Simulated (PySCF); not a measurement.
# The bond of TiSe, level by level

The task here is to estimate one member of a computed series from the others.

Program: PySCF 2.14.0. Level of theory: Ti x2c-TZVPPall, Se x2c-TZVPPall, spin-free X2C with a Gaussian nucleus. These are calculated values, not measurements.

2 further runs of the same task are left out: 2 that didn't finish.

Set-up of the first run:

A driver script around PySCF takes these settings:

```
atoms                         : Ti, Se
charge                        : 0
basis                         : Ti x2c-TZVPPall, Se x2c-TZVPPall
Hamiltonian                   : spin-free X2C with a Gaussian nucleus
basis functions               : 112
electrons treated             : 56
masses in u                   : 47.9479, 79.9165
levels                        : PBE0, PBE, r²SCAN, LDA, B97-3, PW91, ωB97M-V, HF, MP2, SCS-MP2
grid                          : 80 radial by 434 angular points
occupations                   : held fixed by the projection of orbital angular momentum
dissociation limit            : Ti + Se, each in its ground configuration
starting distance in angstrom : 2.380
values of 2S to try           : 0, 2, 4, 6
```

Started as:

```bash
$ OMP_NUM_THREADS=2 python dia.py task.json out
```

Steps of the session up to this table: Set-up; First curve: PBE0; Higher solutions at PBE0; PBE (GGA); r²SCAN (meta-GGA); LDA (local density); B97-3; PW91; ωB97M-V; ROHF.

One table of the session follows, with a row left open; its other results are not shown here.

It belongs to the step «The curves together». Energy (eV) from each level's lowest point:

```
R (Å)   ROHF  ROHF-MP2  ROHF-SCS-MP2    LDA    PBE
1.899  2.084     1.024         1.183  1.211  1.479
1.987  1.096     0.321         0.428  0.489  0.667
2.075  0.494     0.035         0.082  0.117  0.216
2.142  0.222     0.000         0.000  0.006  0.052
2.208  0.066     0.053         0.009  0.000  0.000
2.274  0.000     0.162         0.080  0.074  0.032
2.363  0.020     0.366         0.240  0.261  0.170
2.473      ?         ?             ?      ?      ?
2.605  0.459     1.112         0.895  1.039  0.840
2.782  0.928     1.726         1.453  1.666  1.407
```

**Question.** Estimate the row for R (Å) = 2.473.

Worked estimate for «ROHF». A straight line through the neighbours (2.363, 0.020) and (2.605, 0.459) gives 0.020 + (0.459 − 0.020) × (2.473 − 2.363) / (2.605 − 2.363) = 0.220; a parabola fitted to 4 rows on both sides gives 0.186.

As computed: ROHF: 0.168; ROHF-MP2: 0.681; ROHF-SCS-MP2: 0.511; LDA: 0.585; PBE: 0.440. In «ROHF» the line misses by +0.052 and the parabola by +0.018.
